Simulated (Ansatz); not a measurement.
GeCN2:

```
Ge N C
1.0
     1.79379    1.03565    4.92196
    -1.79379    1.03565    4.92196
     0.00000   -2.07129    4.92196
Ge N C
1 2 1
Direct
  0.00000 0.00000 0.00000
  0.58390 0.58390 0.58390
  0.41610 0.41610 0.41610
  0.50000 0.50000 0.50000
```

The cell comes from a database or a generator and needn't be the stable form of this composition.

Base run:

| Quantity | Value |
| --- | --- |
| Program | Ansatz 0.2.0 |
| Functional | PBEsol |
| Potentials or basis | all-electron LAPW, scalar-relativistic |
| Cutoff | 672 eV |
| Density cutoff | 2686 eV |
| Basis error allowed | 0.002 eV/atom |
| k mesh | 7 × 7 × 7 |
| Occupations | fermi-dirac, width 0.05 eV |
| Spin | no spin polarisation |

Its results: band gap on the k mesh 1.07 eV, indirect (least direct gap 1.87 eV); pressure -3.3 GPa; largest force 0.046 eV/Å.

**Question.** The run is repeated on the same cell with these changes: k mesh from 7 × 7 × 7 to 9 × 9 × 9. What comes out?

**Answer.** Band gap on the k mesh 1.00 eV, indirect (least direct gap 1.83 eV); pressure -3.3 GPa; largest force 0.045 eV/Å.

A k mesh can miss the band edges.

Not every run made on this cell is shown here.
